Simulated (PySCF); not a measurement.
# [WO2F2]−: how settings move a single point

Which settings matter for [WO2F2]−? Each run alters one on purpose. The structure is generated, not taken from experiment.

Computed with PySCF 2.14.0. Level: B3LYP, W def2-SVP with ECP60, O def2-SVP, F def2-SVP; scalar-relativistic core potentials, no spin–orbit coupling.

1 further run of the same task is left out (for a known fault of the program).

## 1. Where the work starts

5 atoms, charge -1, spin multiplicity 2.

Bond lengths: W1–O2 1.745 Å, W1–O3 1.745 Å, W1–F4 1.954 Å, W1–F5 1.954 Å. Angles: O2–W1–O3 112.8°, O2–W1–F4 115.0°, O2–W1–F5 115.0°, O3–W1–F4 115.0°, O3–W1–F5 115.0°, F4–W1–F5 80.6°.

As a file:

```xyz
5
charge -1, multiplicity 2
W     0.0000    0.0000    0.1975
O     1.0277    1.0277    1.1632
O    -1.0277   -1.0277    1.1632
F     0.8937   -0.8937   -1.2926
F    -0.8937    0.8937   -1.2926
```

Formal oxidation states: W +5. An earlier session relaxed this geometry at B3LYP, W def2-SVP with ECP60, O def2-SVP, F def2-SVP (doublet, point group C2v).

The sound run used a (50, 194) grid (finer on f atoms), a threshold of 1e-8 and at most 55 cycles, and ended at -417.238433 Eh.

## 2. Altered run 1

run.py (the lines that set the calculation) reads:

```python
mol = gto.M(atom='''
W      0.00000     0.00000     0.19753
O      1.02772     1.02772     1.16317
O     -1.02772    -1.02772     1.16317
F      0.89374    -0.89374    -1.29264
F     -0.89374     0.89374    -1.29264''',
    basis={'W': 'def2-SVP', 'O': 'def2-SVP', 'F': 'def2-SVP'},
    ecp={'W': 'def2-SVP'},
    charge=-1, spin=1)
mf = dft.UKS(mol, xc='B3LYP')
mf.grids.atom_grid = (50, 194)
mf = mf.density_fit()  # fitting sets: W def2-universal-JKFIT, O def2-universal-JKFIT, F def2-universal-JKFIT
mf.conv_tol = 1e-08; mf.max_cycle = 55
mf.kernel(dm0)  # dm0: smeared density
```

Started as:

```
$ OMP_NUM_THREADS=2 python run.py
```

Standard output:

```text
init E= -417.199265960113
  HOMO = 0.00672968147104  LUMO = 0.098097083183  gap/eV = 2.48623
cycle= 1 E= -417.238328925157  delta_E= -0.0391  |g|= 0.012  |ddm|= 0.217
  HOMO = -0.00135676949531  LUMO = 0.106888189948  gap/eV = 2.94550
cycle= 2 E= -417.238346052271  delta_E= -1.71e-05  |g|= 0.0151  |ddm|= 0.0316
  HOMO = -0.00112259644721  LUMO = 0.107441265945  gap/eV = 2.95417
cycle= 3 E= -417.238400417693  delta_E= -5.44e-05  |g|= 0.00845  |ddm|= 0.0144
  HOMO = -0.00218421846272  LUMO = 0.106825039087  gap/eV = 2.96629
cycle= 4 E= -417.23842617027  delta_E= -2.58e-05  |g|= 0.00377  |ddm|= 0.0102
  HOMO = -0.0021513429507  LUMO = 0.107065187395  gap/eV = 2.97193
cycle= 5 E= -417.238431797348  delta_E= -5.63e-06  |g|= 0.00127  |ddm|= 0.00362
  HOMO = -0.00205385083543  LUMO = 0.107261828094  gap/eV = 2.97463
cycle= 6 E= -417.238432775427  delta_E= -9.78e-07  |g|= 0.000331  |ddm|= 0.00162
  HOMO = -0.00211244731603  LUMO = 0.107268006508  gap/eV = 2.97639
cycle= 7 E= -417.238432987575  delta_E= -2.12e-07  |g|= 0.000136  |ddm|= 0.00109
  HOMO = -0.00208918540672  LUMO = 0.107299351786  gap/eV = 2.97661
cycle= 8 E= -417.238433022293  delta_E= -3.47e-08  |g|= 5.48e-05  |ddm|= 0.00042
  HOMO = -0.00209854011345  LUMO = 0.107288898249  gap/eV = 2.97658
cycle= 9 E= -417.238433025988  delta_E= -3.7e-09  |g|= 9.04e-06  |ddm|= 0.000139
  HOMO = -0.00210011189652  LUMO = 0.107286475243  gap/eV = 2.97656
Extra cycle  E= -417.238433026015  delta_E= -2.66e-11  |g|= 1.52e-05  |ddm|= 3.19e-05
converged SCF energy = -417.238433026015  <S^2> = 0.75382623  2S+1 = 2.0038226
```

Wall time 3 s (2 threads of Arm Neoverse V2, shared host).

Changed: the starting guess (smeared density). It converges in 9 cycles, at the sound run's energy within 0.001 eV, with a largest force component of 0.00 eV/Å. The result survives the change.

## 3. Altered run 2

run.py (the lines that set the calculation): that of step 2 with these lines changed.

```diff
@@ -10,5 +10,5 @@
 mf = dft.UKS(mol, xc='B3LYP')
-mf.grids.atom_grid = (50, 194)
+mf.grids.atom_grid = (30, 86)
 mf = mf.density_fit()  # fitting sets: W def2-universal-JKFIT, O def2-universal-JKFIT, F def2-universal-JKFIT
 mf.conv_tol = 1e-08; mf.max_cycle = 55
-mf.kernel(dm0)  # dm0: smeared density
+mf.kernel(dm0)  # dm0: free metal ions and neutral atoms
```

Started as:

```
$ OMP_NUM_THREADS=2 python run.py
```

Standard output:

```text
init E= -437.321310593524
  HOMO = 0.178626929394  LUMO = 0.18076562257  gap/eV = 0.05820
cycle= 1 E= -405.677552849908  delta_E= 31.6  |g|= 5.13  |ddm|= 6.09
  HOMO = 0.0707038110291  LUMO = 0.0737210007008  gap/eV = 0.08210
cycle= 2 E= -366.440175870546  delta_E= 39.2  |g|= 7.63  |ddm|= 9.68
  HOMO = -0.084197331935  LUMO = -0.0664115478031  gap/eV = 0.48398
cycle= 3 E= -411.512831202209  delta_E= -45.1  |g|= 3.52  |ddm|= 8.21
  HOMO = 0.0903495007727  LUMO = 0.0950136822916  gap/eV = 0.12692
cycle= 4 E= -406.245747272838  delta_E= 5.27  |g|= 4.36  |ddm|= 5.09
  HOMO = 0.101636745288  LUMO = 0.122367362059  gap/eV = 0.56411
cycle= 5 E= -416.770749108312  delta_E= -10.5  |g|= 0.895  |ddm|= 4.53
  HOMO = -0.0743913609933  LUMO = -0.0335386396461  gap/eV = 1.11166
cycle= 6 E= -417.174641687746  delta_E= -0.404  |g|= 0.387  |ddm|= 2.34
  HOMO = 0.00398468902268  LUMO = 0.0948867341766  gap/eV = 2.47357
cycle= 7 E= -417.242061965736  delta_E= -0.0674  |g|= 0.0542  |ddm|= 0.425
  HOMO = 0.00224894720917  LUMO = 0.109618773337  gap/eV = 2.92168
cycle= 8 E= -417.242864749615  delta_E= -0.000803  |g|= 0.0398  |ddm|= 0.102
  HOMO = -0.000897478301852  LUMO = 0.109071289647  gap/eV = 2.99240
cycle= 9 E= -417.243409533086  delta_E= -0.000545  |g|= 0.0231  |ddm|= 0.0429
  HOMO = -0.00190448312132  LUMO = 0.10833683891  gap/eV = 2.99982
cycle= 10 E= -417.243622510355  delta_E= -0.000213  |g|= 0.00673  |ddm|= 0.0216
  HOMO = -0.00203541863737  LUMO = 0.107522364976  gap/eV = 2.98122
cycle= 11 E= -417.243643596132  delta_E= -2.11e-05  |g|= 0.00113  |ddm|= 0.00582
  HOMO = -0.00206186622673  LUMO = 0.107376674643  gap/eV = 2.97797
cycle= 12 E= -417.243644353194  delta_E= -7.57e-07  |g|= 0.000375  |ddm|= 0.00232
  HOMO = -0.00209026996657  LUMO = 0.107322246343  gap/eV = 2.97727
cycle= 13 E= -417.243644437867  delta_E= -8.47e-08  |g|= 6.8e-05  |ddm|= 0.000678
  HOMO = -0.00209251452262  LUMO = 0.107321180412  gap/eV = 2.97730
cycle= 14 E= -417.243644440951  delta_E= -3.08e-09  |g|= 2.63e-05  |ddm|= 0.000157
  HOMO = -0.00209619387645  LUMO = 0.107317312595  gap/eV = 2.97729
Extra cycle  E= -417.243644439948  delta_E= 1e-09  |g|= 6.17e-05  |ddm|= 7.58e-05
converged SCF energy = -417.243644439948  <S^2> = 0.75381057  2S+1 = 2.0038069
```

It took 2.6 s on 2 threads of Arm Neoverse V2, shared host.

Changed: the integration grid, to (30, 86). It converges in 14 cycles, -0.142 eV from the sound run, with a largest force component of 0.20 eV/Å. The setting is unsound, so these numbers aren't the compound's.

## 4. Altered run 3

run.py (the lines that set the calculation): that of step 3 with these lines changed.

```diff
@@ -10,5 +10,5 @@
 mf = dft.UKS(mol, xc='B3LYP')
-mf.grids.atom_grid = (30, 86)
+mf.grids.atom_grid = (50, 194)
 mf = mf.density_fit()  # fitting sets: W def2-universal-JKFIT, O def2-universal-JKFIT, F def2-universal-JKFIT
-mf.conv_tol = 1e-08; mf.max_cycle = 55
+mf.conv_tol = 1e-08; mf.max_cycle = 3
 mf.kernel(dm0)  # dm0: free metal ions and neutral atoms
```

Started as:

```
$ OMP_NUM_THREADS=2 python run.py
```

Standard output:

```text
init E= -437.316618632974
  HOMO = 0.178576807078  LUMO = 0.180698433126  gap/eV = 0.05773
cycle= 1 E= -405.669917379787  delta_E= 31.6  |g|= 5.13  |ddm|=  6.1
  HOMO = 0.070199247852  LUMO = 0.0732049701022  gap/eV = 0.08179
cycle= 2 E= -366.457286295435  delta_E= 39.2  |g|= 7.63  |ddm|= 9.68
  HOMO = -0.084486497145  LUMO = -0.0666883271086  gap/eV = 0.48431
cycle= 3 E= -411.501002414672  delta_E=  -45  |g|= 3.53  |ddm|= 8.21
SCF not converged.
```

Wall time 0.7 s (2 threads of Arm Neoverse V2, shared host).

Changed: the cycle limit (3). The SCF doesn't converge: the limit ends it too early, and the default cures it.

## 5. Altered run 4

run.py (the lines that set the calculation) reads:

```python
mol = gto.M(atom='''
W      0.00000     0.00000     0.22124
O      1.15104     1.15104     1.30275
O     -1.15104    -1.15104     1.30275
F      1.00098    -1.00098    -1.44776
F     -1.00098     1.00098    -1.44776''',
    basis={'W': 'def2-SVP', 'O': 'def2-SVP', 'F': 'def2-SVP'},
    ecp={'W': 'def2-SVP'},
    charge=-1, spin=1)
mf = dft.UKS(mol, xc='B3LYP')
mf.grids.atom_grid = (50, 194)
mf = mf.density_fit()  # fitting sets: W def2-universal-JKFIT, O def2-universal-JKFIT, F def2-universal-JKFIT
mf.conv_tol = 1e-08; mf.max_cycle = 55
mf.kernel(dm0)  # dm0: free metal ions and neutral atoms
```

Started as:

```
$ OMP_NUM_THREADS=2 python run.py
```

Standard output:

```text
init E= -436.894412594576
  HOMO = 0.171174237905  LUMO = 0.172288115561  gap/eV = 0.03031
cycle= 1 E= -395.65483827988  delta_E= 41.2  |g|= 5.52  |ddm|= 6.48
cycle= 2 E= -321.694332010155  delta_E=   74  |g|= 8.06  |ddm|= 17.5
  HOMO = -0.10565885043  LUMO = -0.101099663415  gap/eV = 0.12406
cycle= 3 E= -410.325456532055  delta_E= -88.6  |g|= 3.76  |ddm|= 17.1
  HOMO = 0.0924938260981  LUMO = 0.0961747360436  gap/eV = 0.10016
cycle= 4 E= -402.089886202795  delta_E= 8.24  |g|= 4.24  |ddm|= 5.19
  HOMO = 0.107040039988  LUMO = 0.119409373619  gap/eV = 0.33659
cycle= 5 E= -415.330059426303  delta_E= -13.2  |g|= 1.65  |ddm|= 5.32
  HOMO = -0.094139102744  LUMO = -0.0808700831138  gap/eV = 0.36107
cycle= 6 E= -416.985575866227  delta_E= -1.66  |g|= 0.671  |ddm|= 2.99
  HOMO = -0.0761992364362  LUMO = 0.023491801539  gap/eV = 2.71273
cycle= 7 E= -417.10582762279  delta_E= -0.12  |g|= 0.283  |ddm|= 0.399
  HOMO = -0.0501091747743  LUMO = 0.0731698207276  gap/eV = 3.35459
cycle= 8 E= -417.091721321461  delta_E= 0.0141  |g|= 0.31  |ddm|= 0.18
  HOMO = -0.0518706489726  LUMO = 0.0774635715093  gap/eV = 3.51936
cycle= 9 E= -417.087088451225  delta_E= 0.00463  |g|= 0.326  |ddm|= 0.038
  HOMO = -0.0438679538506  LUMO = 0.0790023671425  gap/eV = 3.34347
cycle= 10 E= -417.083664607854  delta_E= 0.00342  |g|= 0.333  |ddm|= 0.0681
  HOMO = -0.0441493505714  LUMO = 0.075037999195  gap/eV = 3.24325
cycle= 11 E= -417.089248672752  delta_E= -0.00558  |g|= 0.312  |ddm|= 0.0789
  HOMO = -0.0455078973012  LUMO = 0.0704773342224  gap/eV = 3.15612
cycle= 12 E= -417.095391259214  delta_E= -0.00614  |g|= 0.284  |ddm|= 0.0785
  HOMO = -0.046125527846  LUMO = 0.0667005616609  gap/eV = 3.07015
cycle= 13 E= -417.115728693034  delta_E= -0.0203  |g|= 0.182  |ddm|= 0.121
  HOMO = -0.0587514008467  LUMO = 0.0565992000295  gap/eV = 3.13885
cycle= 14 E= -417.128385715483  delta_E= -0.0127  |g|= 0.0885  |ddm|= 0.135
  HOMO = -0.0638107268533  LUMO = 0.0546747549876  gap/eV = 3.22415
cycle= 15 E= -417.134448275848  delta_E= -0.00606  |g|= 0.0167  |ddm|= 0.144
  HOMO = -0.0660127390126  LUMO = 0.0536244840045  gap/eV = 3.25549
cycle= 16 E= -417.135616979603  delta_E= -0.00117  |g|= 0.00803  |ddm|= 0.0896
  HOMO = -0.066297118002  LUMO = 0.0547250193778  gap/eV = 3.29318
cycle= 17 E= -417.135905966293  delta_E= -0.000289  |g|= 0.00486  |ddm|= 0.0557
  HOMO = -0.066233151238  LUMO = 0.0556098161874  gap/eV = 3.31552
cycle= 18 E= -417.135934579905  delta_E= -2.86e-05  |g|= 0.000622  |ddm|= 0.0173
  HOMO = -0.0662673323105  LUMO = 0.055626435279  gap/eV = 3.31690
cycle= 19 E= -417.135934718094  delta_E= -1.38e-07  |g|= 0.00069  |ddm|= 0.00159
  HOMO = -0.0662591387685  LUMO = 0.0556338339102  gap/eV = 3.31688
cycle= 20 E= -417.135934916775  delta_E= -1.99e-07  |g|= 0.000208  |ddm|= 0.000566
  HOMO = -0.0662385446854  LUMO = 0.0556498350919  gap/eV = 3.31675
cycle= 21 E= -417.135934953216  delta_E= -3.64e-08  |g|= 5.32e-05  |ddm|= 0.000402
  HOMO = -0.0662404880271  LUMO = 0.0556445887015  gap/eV = 3.31666
cycle= 22 E= -417.135934956533  delta_E= -3.32e-09  |g|= 1.41e-05  |ddm|= 0.000133
  HOMO = -0.0662406109113  LUMO = 0.0556430835527  gap/eV = 3.31662
Extra cycle  E= -417.135934956834  delta_E= -3.02e-10  |g|= 1.05e-05  |ddm|= 3.63e-05
converged SCF energy = -417.135934956834  <S^2> = 0.7659346  2S+1 = 2.0158716
```

Run time: 4.3 s. Hardware: 2 threads of Arm Neoverse V2, shared host.

Changed: the scale of all coordinates (1.12). It converges in 22 cycles, +2.789 eV from the sound run, with a largest force component of 4.14 eV/Å. The setting is unsound, so these numbers aren't the compound's.

## 6. Altered run 5

run.py (the lines that set the calculation) reads:

```python
mol = gto.M(atom='''
W      0.00000     0.00000     0.19753
O      1.02772     1.02772     1.16317
O     -1.02772    -1.02772     1.16317
F      0.89374    -0.89374    -1.29264
F     -0.89374     0.89374    -1.29264''',
    basis={'W': 'def2-SVP', 'O': 'def2-SVP', 'F': 'def2-SVP'},
    ecp={'W': 'def2-SVP'},
    charge=-1, spin=1)
mf = dft.UKS(mol, xc='B3LYP')
mf.grids.atom_grid = (50, 194)
mf = mf.density_fit()  # fitting sets: W def2-universal-JKFIT, O def2-universal-JKFIT, F def2-universal-JKFIT
mf.conv_tol = 1e-06; mf.max_cycle = 55
mf.kernel(dm0)  # dm0: free metal ions and neutral atoms
```

Started as:

```
$ OMP_NUM_THREADS=2 python run.py
```

Standard output:

```text
init E= -437.316618632974
  HOMO = 0.178576807078  LUMO = 0.180698433126  gap/eV = 0.05773
cycle= 1 E= -405.669917379787  delta_E= 31.6  |g|= 5.13  |ddm|=  6.1
  HOMO = 0.070199247852  LUMO = 0.0732049701022  gap/eV = 0.08179
cycle= 2 E= -366.457286295435  delta_E= 39.2  |g|= 7.63  |ddm|= 9.68
  HOMO = -0.084486497145  LUMO = -0.0666883271086  gap/eV = 0.48431
cycle= 3 E= -411.501002414672  delta_E=  -45  |g|= 3.53  |ddm|= 8.21
  HOMO = 0.090306831705  LUMO = 0.0949816221869  gap/eV = 0.12721
cycle= 4 E= -406.227325495575  delta_E= 5.27  |g|= 4.36  |ddm|= 5.09
  HOMO = 0.101508819672  LUMO = 0.122208386646  gap/eV = 0.56326
cycle= 5 E= -416.76597461642  delta_E= -10.5  |g|= 0.895  |ddm|= 4.53
  HOMO = -0.0745675689738  LUMO = -0.0337139661946  gap/eV = 1.11168
cycle= 6 E= -417.16922170672  delta_E= -0.403  |g|= 0.388  |ddm|= 2.34
  HOMO = 0.00392966828798  LUMO = 0.0947891545431  gap/eV = 2.47241
cycle= 7 E= -417.236860719804  delta_E= -0.0676  |g|= 0.0539  |ddm|= 0.425
  HOMO = 0.00224033579612  LUMO = 0.109558585213  gap/eV = 2.92028
cycle= 8 E= -417.237654705516  delta_E= -0.000794  |g|= 0.0397  |ddm|= 0.101
  HOMO = -0.000895673366848  LUMO = 0.109035911893  gap/eV = 2.99139
cycle= 9 E= -417.238196929264  delta_E= -0.000542  |g|= 0.0232  |ddm|= 0.0429
  HOMO = -0.00190613571979  LUMO = 0.10830731232  gap/eV = 2.99906
cycle= 10 E= -417.238410727562  delta_E= -0.000214  |g|= 0.00679  |ddm|= 0.0217
  HOMO = -0.00204033808987  LUMO = 0.107490134669  gap/eV = 2.98048
cycle= 11 E= -417.23843217337  delta_E= -2.14e-05  |g|= 0.00113  |ddm|= 0.00585
  HOMO = -0.00206677091472  LUMO = 0.107343934295  gap/eV = 2.97722
cycle= 12 E= -417.238432936915  delta_E= -7.64e-07  |g|= 0.000377  |ddm|= 0.00233
  HOMO = -0.0021696500918  LUMO = 0.107230978071  gap/eV = 2.97694
Extra cycle  E= -417.238432515261  delta_E= 4.22e-07  |g|= 0.00111  |ddm|= 0.00113
converged SCF energy = -417.238432515261  <S^2> = 0.75381727  2S+1 = 2.0038136
```

Wall time 3.3 s (2 threads of Arm Neoverse V2, shared host).

Changed: the SCF threshold (1e-06). It converges in 12 cycles, at the sound run's energy within 0.001 eV, with a largest force component of 0.01 eV/Å. The result survives the change.

## 7. Altered run 6

run.py (the lines that set the calculation): that of step 6 with these lines changed.

```diff
@@ -8,3 +8,3 @@
     ecp={'W': 'def2-SVP'},
-    charge=-1, spin=1)
+    charge=-1, spin=9)
 mf = dft.UKS(mol, xc='B3LYP')
@@ -12,3 +12,3 @@
 mf = mf.density_fit()  # fitting sets: W def2-universal-JKFIT, O def2-universal-JKFIT, F def2-universal-JKFIT
-mf.conv_tol = 1e-06; mf.max_cycle = 55
+mf.conv_tol = 1e-08; mf.max_cycle = 82
 mf.kernel(dm0)  # dm0: free metal ions and neutral atoms
```

Started as:

```
$ OMP_NUM_THREADS=2 python run.py
```

Standard output:

```text
init E= -437.965116933019
cycle= 1 E= -405.874906847623  delta_E= 32.1  |g|= 4.52  |ddm|= 6.41
cycle= 2 E= -392.566354760503  delta_E= 13.3  |g|=  6.2  |ddm|= 8.93
cycle= 3 E= -413.526881138014  delta_E=  -21  |g|= 2.34  |ddm|= 6.67
cycle= 4 E= -408.392326187889  delta_E= 5.13  |g|= 3.64  |ddm|= 6.09
cycle= 5 E= -415.112265888008  delta_E= -6.72  |g|= 1.42  |ddm|= 4.98
cycle= 6 E= -415.749342834196  delta_E= -0.637  |g|= 0.921  |ddm|= 1.85
cycle= 7 E= -415.881019570622  delta_E= -0.132  |g|= 0.708  |ddm|= 2.52
cycle= 8 E= -416.218341273977  delta_E= -0.337  |g|= 0.0719  |ddm|= 2.35
cycle= 9 E= -416.215987648269  delta_E= 0.00235  |g|= 0.124  |ddm|= 0.252
cycle= 10 E= -416.219632583795  delta_E= -0.00364  |g|= 0.0876  |ddm|= 0.0669
cycle= 11 E= -416.221364966036  delta_E= -0.00173  |g|= 0.0683  |ddm|= 0.0481
cycle= 12 E= -416.224226464686  delta_E= -0.00286  |g|= 0.0119  |ddm|= 0.147
cycle= 13 E= -416.224448501853  delta_E= -0.000222  |g|= 0.0027  |ddm|= 0.0484
cycle= 14 E= -416.224517378624  delta_E= -6.89e-05  |g|= 0.00279  |ddm|= 0.0336
cycle= 15 E= -416.224545964561  delta_E= -2.86e-05  |g|= 0.00453  |ddm|= 0.0377
cycle= 16 E= -416.224553828981  delta_E= -7.86e-06  |g|= 0.00235  |ddm|= 0.00445
cycle= 17 E= -416.224556926422  delta_E= -3.1e-06  |g|= 9.85e-05  |ddm|= 0.00726
cycle= 18 E= -416.224556994113  delta_E= -6.77e-08  |g|= 0.000109  |ddm|= 0.00202
cycle= 19 E= -416.224557003979  delta_E= -9.87e-09  |g|= 0.00011  |ddm|= 0.000646
cycle= 20 E= -416.224557012941  delta_E= -8.96e-09  |g|= 5.65e-05  |ddm|= 0.000361
Extra cycle  E= -416.224556989738  delta_E= 2.32e-08  |g|= 0.000244  |ddm|= 0.00047
converged SCF energy = -416.224556989738  <S^2> = 24.763491  2S+1 = 10.002698
```

Run time: 4.2 s. Hardware: 2 threads of Arm Neoverse V2, shared host.

Changed: the spin (9 unpaired electrons); the cycle limit is 82. It converges in 20 cycles, +27.589 eV from the sound run, with a largest force component of 10.12 eV/Å. The setting is unsound, so these numbers aren't the compound's.

## 8. Results

| run | changed | ending | energy change (eV) | cycles | time | usable |
| --- | --- | --- | --- | --- | --- | --- |
| 1 | the starting guess | converged | 0.000 | 9 | 3 s | yes |
| 2 | the integration grid | converged | -0.142 | 14 | 2.6 s | no |
| 3 | the cycle limit | not converged | – | 3 | 0.7 s | no |
| 4 | the scale of all coordinates | converged | +2.789 | 22 | 4.3 s | no |
| 5 | the SCF threshold | converged | 0.000 | 12 | 3.3 s | yes |
| 6 | the spin | converged | +27.589 | 20 | 4.2 s | no |

2 of 6 altered runs give a usable result. 3 ended normally with numbers unfit to quote.
